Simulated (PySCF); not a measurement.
**[Si2PNH9]+ (SMILES [NH3+][SiH2][SiH2]P): levels of theory compared**

We compute a comparison of 6 runs (HF/STO-3G, B3LYP/6-31G*, PBE0/def2-SVP, PBE/def2-TZVP, MP2/6-31G**, MP2/def2-TZVP) of [Si2PNH9]+. 

The results are computed with PySCF 2.14.0.

## Step 1: The structure to begin with

[Si2PNH9]+ has 13 atoms, charge +1, and is taken as a singlet. SMILES: `[NH3+][SiH2][SiH2]P`. The shape is that of a GFN2-xTB optimisation. This is one conformer, not always the lowest.

Bond lengths: N1–Si2 1.996 Å, Si2–Si3 2.368 Å, Si3–P4 2.245 Å, N1–H5 1.019 Å, N1–H6 1.019 Å, N1–H7 1.021 Å, Si2–H8 1.464 Å, Si2–H9 1.466 Å, Si3–H10 1.462 Å, Si3–H11 1.471 Å, P4–H12 1.395 Å, P4–H13 1.390 Å. Some angles: N1–Si2–Si3 104.9°, Si2–Si3–P4 116.4°, N1–Si2–H8 93.8°, N1–Si2–H9 93.9°, Si3–Si2–H8 125.7°, Si3–Si2–H9 122.2°, Si2–N1–H5 111.9°, Si2–N1–H6 112.3°, Si2–N1–H7 110.7°, Si2–Si3–H10 105.9°.

## Step 2: Energy and forces at HF/STO-3G (run 1)

calc.py reads:

```python
import pyscf.grad
from pyscf import gto

mol = gto.M(
    atom=[
    ('N', (-1.571730, -0.030160, 0.965570)),
    ('Si', (0.037840, -1.171270, 0.665760)),
    ('Si', (1.654740, 0.290860, -0.259770)),
    ('P', (1.090440, 1.324570, -2.171000)),
    ('H', (-1.385640, 0.722930, 1.626590)),
    ('H', (-1.912040, 0.393330, 0.103180)),
    ('H', (-2.339860, -0.582030, 1.349830)),
    ('H', (0.042010, -1.692410, 2.033630)),
    ('H', (-0.685940, -2.151710, -0.148870)),
    ('H', (2.850390, -0.521130, -0.479250)),
    ('H', (1.876050, 1.318750, 0.769030)),
    ('H', (-0.107650, 1.862420, -1.701640)),
    ('H', (0.451390, 0.235830, -2.753050)),
],
    charge=1,
    spin=0,
    verbose=4,
    basis='sto-3g',
    max_memory=1860,
)

mf = mol.RHF()
mf.conv_tol = 1e-10
mf.kernel()
if not mf.converged:
    mf = mf.newton().run(mf.mo_coeff, mf.mo_occ)

energy = mf.e_tot
print('E(%s) = %.9f' % ('HF', energy))
grad = mf.Gradients().kernel()
dip = mf.dip_moment()
pop, q = mf.mulliken_pop()
```

Run with:

```sh
OMP_NUM_THREADS=1 python calc.py
```

The log of the run:

```text
PySCF version 2.14.0

[... 65 lines left out ...]
converged SCF energy = -967.0027732882
[... 13 lines left out ...]
WARN: System has nonzero charge 1; the dipole moment is origin-dependent.
[... 2 lines left out ...]
Dipole moment(X, Y, Z, Debye): -3.56948, -0.85136,  2.77318
[... 55 lines left out ...]
charge of   12H =     -0.10362
```

Wall time 4.8 s (1 thread of Intel Xeon at 2.50GHz (Skylake/Cascade Lake), shared host); peak memory 0.12 GiB.

## Step 3: Energy and forces at B3LYP/6-31G(d) (Cartesian functions) (run 2)

calc.py reads:

```python
# [NH3+][SiH2][SiH2]P
import pyscf.grad
from pyscf import gto, dft

system = gto.Mole()
system.atom = '''
N       -1.571730      -0.030160       0.965570
Si       0.037840      -1.171270       0.665760
Si       1.654740       0.290860      -0.259770
P        1.090440       1.324570      -2.171000
H       -1.385640       0.722930       1.626590
H       -1.912040       0.393330       0.103180
H       -2.339860      -0.582030       1.349830
H        0.042010      -1.692410       2.033630
H       -0.685940      -2.151710      -0.148870
H        2.850390      -0.521130      -0.479250
H        1.876050       1.318750       0.769030
H       -0.107650       1.862420      -1.701640
H        0.451390       0.235830      -2.753050
'''
system.cart = True
system.verbose = 4
system.basis = '6-31g*'
system.max_memory = 1860
system.charge = 1
system.build()

mf = dft.RKS(system)
mf.xc = 'b3lyp'
mf.conv_tol = 1e-10
mf.grids.level = 5
mf.kernel()
if not mf.converged:
    mf = mf.newton().run(mf.mo_coeff, mf.mo_occ)

etot = mf.e_tot
print(f'total energy: {etot:.8f} hartree')
grad = mf.Gradients().kernel()
mf.analyze()
```

Run with:

```sh
OMP_NUM_THREADS=1 python calc.py
```

The log of the run:

```text
PySCF version 2.14.0

[... 83 lines left out ...]
total energy: -980.27614896 hartree
[... 26 lines left out ...]
MO #6   energy= -5.48640064506352  occ= 2
[... 11 lines left out ...]
MO #18  energy= -0.806910238433264 occ= 2
[... 11 lines left out ...]
MO #30  energy= -0.21548846788804  occ= 0
[... 11 lines left out ...]
MO #42  energy= 0.0407125216131248 occ= 0
[... 11 lines left out ...]
MO #54  energy= 0.312870334184807  occ= 0
[... 11 lines left out ...]
MO #66  energy= 0.612711202079478  occ= 0
[... 11 lines left out ...]
MO #78  energy= 1.04445985242014   occ= 0
[... 11 lines left out ...]
MO #90  energy= 3.47924721632594   occ= 0
[... 107 lines left out ...]
WARN: System has nonzero charge 1; the dipole moment is origin-dependent.
Location of origin: [0. 0. 0.]

Dipole moment(X, Y, Z, Debye): -3.71752, -0.53695,  2.41479
```

Wall time 68 s (1 thread of Intel Xeon at 2.50GHz (Skylake/Cascade Lake), shared host); peak memory 0.89 GiB.

Runs 3 to 5 aren't shown in full; the table further down has their settings and results.

## Step 4: Energy and gradient at MP2/def2-TZVP (run 6)

run.py reads:

```python
import pyscf.grad
from pyscf import gto, mp

system = gto.M(
    atom='''
N     -1.571730    -0.030160     0.965570
Si     0.037840    -1.171270     0.665760
Si     1.654740     0.290860    -0.259770
P      1.090440     1.324570    -2.171000
H     -1.385640     0.722930     1.626590
H     -1.912040     0.393330     0.103180
H     -2.339860    -0.582030     1.349830
H      0.042010    -1.692410     2.033630
H     -0.685940    -2.151710    -0.148870
H      2.850390    -0.521130    -0.479250
H      1.876050     1.318750     0.769030
H     -0.107650     1.862420    -1.701640
H      0.451390     0.235830    -2.753050
''',
    spin=0,
    charge=1,
    verbose=4,
    max_memory=1860,
    basis='def2-tzvp',
)

mf = system.RHF()
mf.conv_tol = 1e-10
mf.kernel()
if not mf.converged:
    mf = mf.newton().run(mf.mo_coeff, mf.mo_occ)

pt = mp.MP2(mf, frozen=16).run()
etot = pt.e_tot
print(f'total energy: {etot:.8f} hartree')
grad = pt.Gradients().kernel()
mf.analyze()
```

Run with:

```sh
OMP_NUM_THREADS=1 python run.py
```

The log of the run:

```text
PySCF version 2.14.0

[... 99 lines left out ...]
MO #4   energy= -15.8390453399812  occ= 2
[... 23 lines left out ...]
MO #28  energy= -0.590315550237491 occ= 2
[... 23 lines left out ...]
MO #52  energy= 0.232962002115317  occ= 0
[... 23 lines left out ...]
MO #76  energy= 0.625602283091094  occ= 0
[... 23 lines left out ...]
MO #100 energy= 1.24389066634109   occ= 0
[... 23 lines left out ...]
MO #124 energy= 1.69352556500254   occ= 0
[... 23 lines left out ...]
MO #148 energy= 2.31910942144845   occ= 0
[... 23 lines left out ...]
MO #172 energy= 4.18865202580497   occ= 0
[... 23 lines left out ...]
MO #196 energy= 32.731462067801    occ= 0
[... 213 lines left out ...]
WARN: System has nonzero charge 1; the dipole moment is origin-dependent.
Location of origin: [0. 0. 0.]

Dipole moment(X, Y, Z, Debye): -3.46625, -0.69042,  2.51973
```

It took 9.4 min on 1 thread of Intel Xeon at 2.50GHz (Skylake/Cascade Lake), shared host; peak memory 3 GiB.

## Step 5: The series

```tsv
run	level	Cartesian functions	integration grid	energy (Eh)	HOMO energy (eV)	LUMO energy (eV)	HOMO–LUMO gap (eV)	wall time
1	HF/STO-3G	no	–	-967.002773	-11.34	3.15	14.49	4.8 s
2	B3LYP/6-31G* (Cartesian functions)	yes	5	-980.276149	-11.14	-5.86	5.28	68 s
3	PBE0/def2-SVP	no	5	-979.496082	-11.46	-5.73	5.73	1.8 min
4	PBE/def2-TZVP	no	5	-979.786177	-10.46	-6.65	3.81	4.1 min
5	MP2/6-31G** (spherical functions)	no	–	-978.519400	-13.74	-2.46	11.27	73 s
6	MP2/def2-TZVP	no	–	-978.733826	-13.79	-2.71	11.08	9.4 min
```

## Step 6: Summary of results

```
                                           quantity          value
                                run 6: total energy  -978.73383 Eh
         run 6: HOMO energy (Hartree–Fock orbitals)      -13.79 eV
         run 6: LUMO energy (Hartree–Fock orbitals)       -2.71 eV
       run 6: HOMO–LUMO gap (Hartree–Fock orbitals)       11.08 eV
run 6: correlation energy (16 core orbitals frozen)     -590.2 mEh
                    run 6: largest force on an atom     1.357 eV/Å
```

What this shows: Over runs 1, 2, 3, 4 the HOMO–LUMO gap runs from 3.81 eV (PBE/def2-TZVP) to 14.49 eV (HF/STO-3G). The two ends differ in method and basis. Totals of different functionals can't be ranked against each other. In run 1 the basis is minimal, so the values are rough. All runs together took 18 min, the longest 9.4 min.
